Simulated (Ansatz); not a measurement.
I need a convergence test of the plane-wave cutoff of Rb2Pd, space group Fm-3m. Use Ansatz 0.2.0, Python API. Use (first run): r2SCAN, PAW, cutoff 300 eV, 5×5×5 k-points, Gaussian smearing of 0.05 eV. The script varies cutoff (eV): 300, 350, 400, 450, 500.

```yaml
crystal:
  lattice:
    - [0.00000, 4.12322, 4.12322]
    - [4.12322, 0.00000, 4.12322]
    - [4.12322, 4.12322, 0.00000]
  atoms:
    - { symbol: Rb, position: [0.25000, 0.25000, 0.25000] }
    - { symbol: Rb, position: [0.75000, 0.75000, 0.75000] }
    - { symbol: Pd, position: [0.00000, 0.00000, 0.00000] }
```

`rb2pd.py`
```python
import csv

import ansatz as az

FUNCTIONAL = "r2scan"
OCCUPATIONS = "Gaussian"


def main() -> None:
    lattice = az.Lattice.of(
        (0.0, 4.12322, 4.12322),
        (4.12322, 0.0, 4.12322),
        (4.12322, 4.12322, 0.0),
    )
    sites = [
        ("Rb", (0.25, 0.25, 0.25)),
        ("Rb", (0.75, 0.75, 0.75)),
        ("Pd", (0.0, 0.0, 0.0)),
    ]
    cell = az.Crystal(lattice=lattice)
    for symbol, position in sites:
        cell = cell.atom(symbol, position)

    job = cell.calculation()
    job = job.functional(FUNCTIONAL)
    job = job.kpoints(5).occupations(OCCUPATIONS, width=50 * az.meV)

    rows = []
    for value in [300, 350, 400, 450, 500]:
        rep = job.basis(value).run().report
        rows.append((value, rep["free_energy_ev"] / len(rep["lattice"]["sites"]), rep["n_iterations"], rep["n_pw"]))

    with open("ecut.csv", "w", newline="") as handle:
        writer = csv.writer(handle)
        writer.writerow(["cutoff (eV)", "F/atom (eV)", "iterations", "plane waves"])
        writer.writerows([round(v, 5) if isinstance(v, float) else v for v in row] for row in rows)

    for row in rows[:-1]:
        shift = 1000 * (row[1] - rows[-1][1])
        print(f"{row[0]}: {shift:+.2f} meV/atom" + ("  (within 5 meV)" if abs(shift) < 5 else ""))


if __name__ == "__main__":
    main()
```

`python rb2pd.py` gives:
```text
DeckWarning: basis.ecutwfc = 300 eV is below the records' recommended 500 eV, and the density's cutoff is lower with it unless basis.ecutrho_ratio is high enough to keep the records' density cutoff: compare with a run at a higher cutoff
DeckWarning: basis.ecutwfc = 350 eV is below the records' recommended 500 eV, and the density's cutoff is lower with it unless basis.ecutrho_ratio is high enough to keep the records' density cutoff: compare with a run at a higher cutoff
DeckWarning: basis.ecutwfc = 400 eV is below the records' recommended 500 eV, and the density's cutoff is lower with it unless basis.ecutrho_ratio is high enough to keep the records' density cutoff: compare with a run at a higher cutoff
DeckWarning: basis.ecutwfc = 450 eV is below the records' recommended 500 eV, and the density's cutoff is lower with it unless basis.ecutrho_ratio is high enough to keep the records' density cutoff: compare with a run at a higher cutoff
300: +70.70 meV/atom
350: +9.49 meV/atom
400: +4.99 meV/atom  (within 5 meV)
450: +2.30 meV/atom  (within 5 meV)
```
(Warnings from the package without file and line.)

File `ecut.csv` afterwards:
```csv
cutoff (eV),F/atom (eV),iterations,plane waves
300,-4513.72946,8,1639
350,-4513.79067,8,2085
400,-4513.79517,8,2637
450,-4513.79786,8,3071
500,-4513.80016,8,3527
```

From 400 eV on it stays within 5 meV an atom of the value at 500 eV; the first row (300 eV) is off by 70.7 meV and the last but one by 2.30 meV. The energy falls steadily, as expected when plane waves are added. The last run costs about 1.5 times the first.

Reading the output:
- Spin is left out of this run.
- This cell is a computed structure, which may not be the phase found in nature.
- Shifts are counted from the last row, which is itself no proven limit.
- Timing: 15 s on 1 thread of Arm Neoverse V2 (shared host), peak memory 0.66 GiB.

(Lines on the test bed's own set-up are left out of the output.)
